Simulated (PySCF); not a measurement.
# CuF4: quartet, from a see-saw start

The task is one start of a wider search on CuF4: the quartet, built as see-saw. It is relaxed, tested by its Hessian and followed downhill if it is a saddle.

Method: PBE0, basis Cu def2-SVP, F def2-SVP, no relativity, density fitting; program: PySCF 2.14.0.

## (1) The system as given

5 atoms, charge 0, spin multiplicity 4.

Bond lengths: Cu1–F2 1.760 Å, Cu1–F3 1.760 Å, Cu1–F4 1.760 Å, Cu1–F5 1.760 Å. Angles: F2–Cu1–F3 170.0°, F2–Cu1–F4 86.9°, F2–Cu1–F5 86.9°, F3–Cu1–F4 86.9°, F3–Cu1–F5 86.9°, F4–Cu1–F5 104.0°.

```xyz
5
charge 0 multiplicity 4
Cu    0.0000    0.0000    0.0000
F     0.0000    1.7533    0.1534
F     0.0000   -1.7533    0.1534
F     1.3869    0.0000    1.0836
F    -1.3869    0.0000    1.0836
```

## (2) The SCF at the typed geometry

The steps below are one call of a driver around PySCF. For each, scf.py gives the equivalent set-up of the SCF; relaxations use the driver's own optimiser. After this first run the driver tries any further starts and a stability analysis.

scf.py

```python
from pyscf import gto, scf, dft
mol = gto.M(atom='''
Cu     0.000000     0.000000     0.000000
F      0.000000     1.753300     0.153400
F     -0.000000    -1.753300     0.153400
F      1.386900     0.000000     1.083600
F     -1.386900     0.000000     1.083600''',
    basis={'Cu': 'def2-SVP', 'F': 'def2-SVP'},
    charge=0, spin=3)
mf = dft.UKS(mol, xc='PBE0')
mf.grids.atom_grid = (50, 194)
aux = {'Cu': 'def2-universal-JKFIT', 'F': 'def2-universal-JKFIT'}
mf = mf.density_fit(auxbasis=aux)
mf.conv_tol = 1e-08
mf.diis_space = 10
mf.max_cycle = 60
mf.init_guess = 'minao'
mf.verbose = 4
mf.kernel()
```

Started as:

```
$ OMP_NUM_THREADS=2 python axn.py task.json out
```

The runs that follow: Relaxing the quartet from the see-saw start; Frequencies.

Before running it: what results should come out? Wanted: minimum; geometry; wavenumbers; dipole moment; highest occupied, lowest empty level; polar-tensor charge of Cu1; zero-point energy; atomisation energy; ⟨S²⟩.

As calculated:

```
                                          quantity                                  value
                                           minimum                            quartet, Td
                                          geometry  Cu–F 1.773 Å (×4); F–Cu–F 109.5° (×6)
                                wavenumbers (cm⁻¹)  138 (e), 139 (t2), 504 (t2), 509 (a1)
                                     dipole moment                                 0.00 D
highest occupied, lowest empty level (either spin)                       -11.73, -7.82 eV
                        polar-tensor charge of Cu1                                +0.37 e
                                 zero-point energy                            16.2 kJ/mol
                               entropy at 298.15 K                        342.9 J/(mol K)
         atomisation energy (no zero-point energy)                             902 kJ/mol
                                              ⟨S²⟩                                  3.767
```

From C2v at the start the molecule goes to a Td minimum. In the infrared the band at 139 cm⁻¹ (t2, bend) leads. The first SCF alone would have been 9 kJ/mol too high. Other starts or spin states, not run here, may lie lower. One determinant may miss the lowest occupation of an open d or f shell.
